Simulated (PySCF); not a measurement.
# A gas-phase reaction: F2GeH2 + H2Si → F2GeH4Si

Aim: the reaction energy of `[F][GeH2][F]` + `[SiH2]` → `[F][GeH]([F])[SiH3]`.

Computed with PySCF 2.14.0; each step states its level. No surroundings beyond the atoms listed, unless a continuum is named. Atoms count from 0, parts from 1.

## 1. The system as given

Each species was relaxed by itself at PBE0-D3(BJ)/def2-SVPD.

## 2. Energies of the species: wB97M-D3(BJ)/def2-TZVPD

Job settings and geometry (Å):

```
{"job": {"kind": "react", "xc": "wB97M-D3(BJ)", "basis": "def2-TZVPD"}, "charge": 0, "multiplicity": 1}
-1 F2GeH2 charge 0 multiplicity 1
F     -0.003430    -0.319770     1.626600
Ge    -0.081340     0.128980    -0.053900
F      0.774600    -1.134150    -0.892210
H      0.715120     1.419880    -0.226880
H     -1.544670     0.058260    -0.482520

-1 H2Si charge 0 multiplicity 1
Si     0.496860    -0.343460    -0.391690
H      0.349130     1.098740     0.107420
H     -0.832210    -0.741520     0.260990

+1 F2GeH4Si charge 0 multiplicity 1
F      0.035940     0.196530    -2.321100
Ge    -0.643190    -0.417060    -0.826450
F     -2.185490     0.405800    -0.695950
Si     0.741490     0.321030     0.972600
H     -0.975620    -1.892080    -1.094520
H      0.824540     1.805270     0.898660
H      2.087140    -0.300090     0.815240
H      0.115040    -0.119600     2.251210
```

Method: wB97M-D3(BJ)/def2-TZVPD reaction energy of separated species, gas phase.

Launch:

```console
$ OMP_NUM_THREADS=1 python cluster_run.py task.json out
```

The driver reads the jobs from task.json and runs them one after another.

Standard output:

```text
species 1 (F2GeH2)
coarse grid: 22960 points
cycle   1  E = -2277.9591430724  dE = -5.975e-01  |g| = 1.007e+00  |ddm| = 1.638e+00
cycle   2  E = -2277.9013357389  dE =  5.781e-02  |g| = 1.304e+00  |ddm| = 1.113e+00
cycle   3  E = -2278.1028029750  dE = -2.015e-01  |g| = 5.924e-02  |ddm| = 5.578e-01
cycle   4  E = -2278.1031582216  dE = -3.552e-04  |g| = 3.268e-02  |ddm| = 4.882e-02
cycle   5  E = -2278.1032842988  dE = -1.261e-04  |g| = 4.443e-03  |ddm| = 1.921e-02
cycle   6  E = -2278.1032900907  dE = -5.792e-06  |g| = 8.536e-04  |ddm| = 6.639e-03
final grid: 46992 points
cycle   7  E = -2278.1031876091  dE = -4.584e-07  |g| = 7.840e-04  |ddm| = 2.234e-03
cycle   8  E = -2278.1031876211  dE = -1.201e-08  |g| = 9.054e-04  |ddm| = 7.333e-04
cycle   9  E = -2278.1031877229  dE = -1.018e-07  |g| = 5.733e-05  |ddm| = 3.716e-04
cycle  10  E = -2278.1031877261  dE = -3.199e-09  |g| = 1.766e-05  |ddm| = 1.447e-04
cycle  11  E = -2278.1031877262  dE = -1.364e-10  |g| = 6.080e-06  |ddm| = 2.895e-05
converged SCF energy = -2278.1031877262

species 2 (H2Si)
coarse grid: 11360 points
cycle   1  E = -290.6497188289  dE = -2.790e-01  |g| = 1.446e-01  |ddm| = 9.912e-01
cycle   2  E = -290.6558042798  dE = -6.085e-03  |g| = 6.003e-02  |ddm| = 2.088e-01
cycle   3  E = -290.6563267346  dE = -5.225e-04  |g| = 8.624e-03  |ddm| = 6.653e-02
cycle   4  E = -290.6563612617  dE = -3.453e-05  |g| = 2.006e-03  |ddm| = 1.939e-02
cycle   5  E = -290.6563652032  dE = -3.941e-06  |g| = 4.084e-04  |ddm| = 6.724e-03
final grid: 22672 points
cycle   6  E = -290.6563621613  dE = -2.334e-07  |g| = 1.926e-04  |ddm| = 1.718e-03
cycle   7  E = -290.6563621992  dE = -3.786e-08  |g| = 7.854e-05  |ddm| = 6.535e-04
cycle   8  E = -290.6563622056  dE = -6.384e-09  |g| = 3.398e-05  |ddm| = 2.593e-04
cycle   9  E = -290.6563622070  dE = -1.379e-09  |g| = 1.831e-06  |ddm| = 1.862e-04
cycle  10  E = -290.6563622070  dE = -4.206e-12  |g| = 5.266e-07  |ddm| = 8.168e-06
converged SCF energy = -290.6563622070

species 3 (F2GeH4Si)
coarse grid: 34320 points
cycle   1  E = -2568.6923069359  dE = -6.522e-01  |g| = 1.024e+00  |ddm| = 2.088e+00
cycle   2  E = -2568.6248821730  dE =  6.742e-02  |g| = 1.351e+00  |ddm| = 1.151e+00
cycle   3  E = -2568.8486482932  dE = -2.238e-01  |g| = 6.553e-02  |ddm| = 5.843e-01
cycle   4  E = -2568.8492498075  dE = -6.015e-04  |g| = 3.633e-02  |ddm| = 6.532e-02
cycle   5  E = -2568.8494310363  dE = -1.812e-04  |g| = 6.501e-03  |ddm| = 2.521e-02
cycle   6  E = -2568.8494442851  dE = -1.325e-05  |g| = 1.447e-03  |ddm| = 9.814e-03
cycle   7  E = -2568.8494453953  dE = -1.110e-06  |g| = 3.856e-04  |ddm| = 2.775e-03
final grid: 69664 points
cycle   8  E = -2568.8493662336  dE = -3.193e-07  |g| = 3.423e-04  |ddm| = 2.213e-03
cycle   9  E = -2568.8493662434  dE = -9.800e-09  |g| = 3.755e-04  |ddm| = 4.154e-04
cycle  10  E = -2568.8493662622  dE = -1.877e-08  |g| = 3.977e-05  |ddm| = 1.664e-04
cycle  11  E = -2568.8493662635  dE = -1.317e-09  |g| = 1.228e-05  |ddm| = 9.001e-05
cycle  12  E = -2568.8493662636  dE = -8.413e-11  |g| = 5.511e-06  |ddm| = 2.411e-05
converged SCF energy = -2568.8493662636

Reaction energy = -57.732 kcal/mol
```

Wall time 26 s (1 thread of Arm Neoverse V1, shared host); peak memory 0.77 GiB.

Species by species (with the dispersion term, which the log's SCF energies lack):

```
 ν              species  energy (Eh)  HOMO (eV)
-1         [F][GeH2][F]  -2278.10589     -12.51
-1               [SiH2]   -290.65772      -9.06
+1  [F][GeH]([F])[SiH3]  -2568.85561     -11.04
```

## 3. Reaction energy: PBE0-D3(BJ)/def2-TZVPD

The job, as its differences from that of step 2:

```diff
@@ -1,2 +1,2 @@
-{"job": {"kind": "react", "xc": "wB97M-D3(BJ)", "basis": "def2-TZVPD"}, "charge": 0, "multiplicity": 1}
+{"job": {"kind": "react", "xc": "PBE0", "basis": "def2-TZVPD", "disp": "d3bj"}, "charge": 0, "multiplicity": 1}
 -1 F2GeH2 charge 0 multiplicity 1
```

With the program's defaults for keys left out, this is: PBE0-D3(BJ)/def2-TZVPD reaction energy of separated species, gas phase.

Standard output:

```text
species 1 (F2GeH2)
coarse grid: 22960 points
cycle   1  E = -2277.4548190723  dE = -4.931e-01  |g| = 1.051e+00  |ddm| = 1.662e+00
cycle   2  E = -2277.1450854988  dE =  3.097e-01  |g| = 1.827e+00  |ddm| = 1.412e+00
cycle   3  E = -2277.5964569216  dE = -4.514e-01  |g| = 1.515e-01  |ddm| = 9.042e-01
cycle   4  E = -2277.5987636367  dE = -2.307e-03  |g| = 4.007e-02  |ddm| = 9.458e-02
cycle   5  E = -2277.5989243945  dE = -1.608e-04  |g| = 3.034e-03  |ddm| = 1.889e-02
cycle   6  E = -2277.5989260209  dE = -1.626e-06  |g| = 4.892e-04  |ddm| = 2.001e-03
final grid: 46992 points
cycle   7  E = -2277.5988903566  dE = -1.944e-07  |g| = 3.706e-04  |ddm| = 1.076e-03
cycle   8  E = -2277.5988903567  dE = -1.073e-10  |g| = 4.295e-04  |ddm| = 5.170e-04
cycle   9  E = -2277.5988903790  dE = -2.237e-08  |g| = 8.714e-05  |ddm| = 2.512e-04
cycle  10  E = -2277.5988903801  dE = -1.046e-09  |g| = 2.363e-05  |ddm| = 5.127e-05
cycle  11  E = -2277.5988903802  dE = -6.412e-11  |g| = 2.489e-06  |ddm| = 1.179e-05
converged SCF energy = -2277.5988903802

species 2 (H2Si)
coarse grid: 2864 points
cycle   1  E = -290.4819238158  dE = -1.972e-01  |g| = 1.356e-01  |ddm| = 1.034e+00
cycle   2  E = -290.4851273754  dE = -3.204e-03  |g| = 7.526e-02  |ddm| = 2.315e-01
cycle   3  E = -290.4864269508  dE = -1.300e-03  |g| = 7.870e-03  |ddm| = 7.664e-02
cycle   4  E = -290.4864420264  dE = -1.508e-05  |g| = 5.298e-04  |ddm| = 8.314e-03
cycle   5  E = -290.4864421210  dE = -9.458e-08  |g| = 8.600e-05  |ddm| = 9.649e-04
final grid: 22672 points
cycle   6  E = -290.4862871459  dE = -2.057e-06  |g| = 5.804e-04  |ddm| = 3.680e-03
cycle   7  E = -290.4862871837  dE = -3.780e-08  |g| = 3.556e-04  |ddm| = 8.729e-04
cycle   8  E = -290.4862872012  dE = -1.749e-08  |g| = 1.189e-05  |ddm| = 2.946e-04
cycle   9  E = -290.4862872013  dE = -9.231e-11  |g| = 6.424e-06  |ddm| = 2.923e-05
converged SCF energy = -290.4862872013

species 3 (F2GeH4Si)
coarse grid: 34320 points
cycle   1  E = -2568.0357471692  dE = -5.566e-01  |g| = 1.061e+00  |ddm| = 2.084e+00
cycle   2  E = -2567.6804649729  dE =  3.553e-01  |g| = 1.899e+00  |ddm| = 1.448e+00
cycle   3  E = -2568.1824666460  dE = -5.020e-01  |g| = 1.638e-01  |ddm| = 9.506e-01
cycle   4  E = -2568.1852262782  dE = -2.760e-03  |g| = 4.681e-02  |ddm| = 1.045e-01
cycle   5  E = -2568.1854451481  dE = -2.189e-04  |g| = 4.589e-03  |ddm| = 2.324e-02
cycle   6  E = -2568.1854482619  dE = -3.114e-06  |g| = 8.052e-04  |ddm| = 4.015e-03
final grid: 69664 points
cycle   7  E = -2568.1854216830  dE = -2.474e-07  |g| = 9.798e-04  |ddm| = 2.519e-03
cycle   8  E = -2568.1854215123  dE =  1.707e-07  |g| = 1.467e-03  |ddm| = 1.358e-03
cycle   9  E = -2568.1854218298  dE = -3.175e-07  |g| = 1.539e-04  |ddm| = 7.202e-04
cycle  10  E = -2568.1854218333  dE = -3.554e-09  |g| = 2.722e-05  |ddm| = 1.195e-04
cycle  11  E = -2568.1854218334  dE = -7.185e-11  |g| = 5.648e-06  |ddm| = 1.629e-05
converged SCF energy = -2568.1854218334

Reaction energy = -64.317 kcal/mol
```

It took 13 s on 1 thread of Arm Neoverse V1, shared host; peak memory 0.71 GiB.

Reaction energy at this level: -64.32 kcal/mol.

## 4. Comparing the runs

Energies in kcal/mol, with wall time:

```
                    run  reaction  time
wB97M-D3(BJ)/def2-TZVPD    -57.73  26 s
 PBE0-D3(BJ)/def2-TZVPD    -64.32  13 s
```

## 5. Outcome

| quantity | value |
| --- | --- |
| reaction energy (wB97M-D3(BJ)/def2-TZVPD) | -57.73 kcal/mol |
| ΔH, ΔG at 298 K (xTB thermal terms) | -55.3, -46.2 kcal/mol |
| range of the reaction energy over the runs of this table | -64.32 to -57.73 kcal/mol |

The reaction is exothermic by 55.3 kcal/mol in the gas phase; dispersion gives -1.37, and xTB itself gave -66.19 for the electronic energy (xTB energies and thermal terms come from the earlier relaxation of each species, not shown). No barrier was sought. The reaction energy runs from -64.32 (PBE0-D3(BJ)/def2-TZVPD) to -57.73 kcal/mol (wB97M-D3(BJ)/def2-TZVPD).
